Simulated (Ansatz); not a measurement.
This script makes an equation of state with a fit of Pd, space group Im-3m with Ansatz 0.2.0 through its Python package.

Script `eos_pd.py`:
```python
"""Bulk modulus of Pd from an E(V) curve."""

from dataclasses import dataclass
import warnings

import ansatz as az
import numpy as np
from pymatgen.analysis.eos import EOS


@dataclass(frozen=True)
class Options:
    filling: str = "fermi_dirac"
    width_ev: float = 0.05
    ecut: int = 600
    kmesh: tuple[int, ...] = (10, 10, 10)


cfg = Options()

VECTORS = np.array([
    [-1.572281, 1.572281, 1.572281],
    [1.572281, -1.572281, 1.572281],
    [1.572281, 1.572281, -1.572281],
])
SITES = [
    ("Pd", (0.0, 0.0, 0.0)),
]


def make_crystal(cell):
    crystal = az.Crystal(lattice=az.Lattice.of(cell))
    for symbol, position in SITES:
        crystal = crystal.atom(symbol, position)
    return crystal


def main() -> None:
    warnings.simplefilter("ignore", az.DeckWarning)

    # uniform scaling of the cell
    volumes, energies, pressures = [], [], []
    for scale in np.linspace(0.94, 1.06, 7):
        cell = VECTORS * scale ** (1 / 3)
        calc = (
            make_crystal(cell).calculation()
            .functional(az.Functional.R2SCAN)
            .occupations(cfg.filling, width=cfg.width_ev)
            .basis(cfg.ecut)
            .kpoints(*cfg.kmesh)
            .stress()
        )
        r = calc.run(threads=1, pin="off").report
        volumes.append(abs(np.linalg.det(cell)) / len(SITES))
        energies.append(r["free_energy_ev"] / len(SITES))
        pressures.append(np.trace(r["stress_gpa"]) / 3)
        print(f"V = {volumes[-1]:8.4f} A^3/atom  F = {energies[-1]:.5f} eV/atom  P = {pressures[-1]:8.3f} GPa")

    for form in ["vinet", "murnaghan", "pourier_tarantola"]:
        fit = EOS(eos_name=form).fit(volumes, energies)
        print(f"{form:18s} V0 {fit.v0:8.4f} A^3/atom  B0 {fit.b0_GPa:7.1f} GPa  B1 {fit.b1:5.2f}")


if __name__ == "__main__":
    main()
```

Where does the minimum lie against the volume typed, and how stiff is the crystal?

A third-order Birch-Murnaghan fit through the 7 points (the script's own form differs a little) has its minimum at 15.04 Å³ an atom, 3.2 % below the typed cell, with a bulk modulus of 180 GPa and dB/dP = 5.6. From that minimum the energy rises by 7.3 meV an atom on the compressed side and 63.4 meV on the expanded side. The window is off centre, so dB/dP is rough.

The run itself:

Output of `python eos_pd.py`:
```text
V =  14.6143 A^3/atom  F = -6985.70265 eV/atom  P =    5.626 GPa
V =  14.9253 A^3/atom  F = -6985.70942 eV/atom  P =    1.436 GPa
V =  15.2362 A^3/atom  F = -6985.70856 eV/atom  P =   -2.231 GPa
V =  15.5471 A^3/atom  F = -6985.70105 eV/atom  P =   -5.435 GPa
V =  15.8581 A^3/atom  F = -6985.68773 eV/atom  P =   -8.229 GPa
V =  16.1690 A^3/atom  F = -6985.66934 eV/atom  P =  -10.663 GPa
V =  16.4800 A^3/atom  F = -6985.64655 eV/atom  P =  -12.778 GPa
vinet              V0  15.0421 A^3/atom  B0   180.3 GPa  B1  5.49
murnaghan          V0  15.0413 A^3/atom  B0   180.6 GPa  B1  5.81
pourier_tarantola  V0  15.0426 A^3/atom  B0   180.1 GPa  B1  5.28
```

Total energies depend on the potentials; only differences at equal settings carry meaning. For a metal this k-point mesh is coarse: on a finer one energies can move by several to tens of meV an atom and pressures by half a GPa or more, differences at one mesh by less. Pressure is positive in compression. At these settings the cell as given stands under about -5 GPa, so it isn't at this functional's equilibrium volume. This isn't the structure that Pd takes at ambient conditions. Timing: 12 s on 1 thread of Arm Neoverse V2, on a shared host, peak memory 0.48 GiB.
